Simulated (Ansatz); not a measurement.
Here is an Ansatz 0.2.0 calculation.

File input.yaml:

```yaml
crystal:
  lattice:
    - [4.865622, 0.0, 0.0]
    - [0.0, 4.865622, 0.0]
    - [0.0, 0.0, 4.865622]
  atoms:
    - { symbol: Te, position: [0.0, 0.0, 0.0] }
    - { symbol: Sn, position: [0.0, 0.5, 0.5] }
    - { symbol: Sn, position: [0.5, 0.0, 0.5] }
    - { symbol: Sn, position: [0.5, 0.5, 0.0] }
hamiltonian:
  xc: pbesol
  pseudopotentials: { kind: paw }
kpoints:
  mp_grid: { grid: [6, 6, 6] }
scf:
  occupations: { method: fermi_dirac, width: 0.05 }
output:
  forces: true
  stress: true
  eigenvalues: true
```

Potentials or basis: Ansatz PAW.

Run with:

```sh
$ ansatz run input.yaml --threads 2 --pin off --max-ram 5632MiB --backend cpu --events-out ev --progress --plain --runs-dir out
```

What does it give for the band gap on the k mesh?

None (metal or under the smearing width).

What does it give for the pressure?

-2.4 GPa.

Caveat: the PAW data sets come from PBE, with cores solved anew for the run's functional, which leaves a small shift of forces and pressure. Spin-orbit coupling is left out, which matters for the levels of Te.
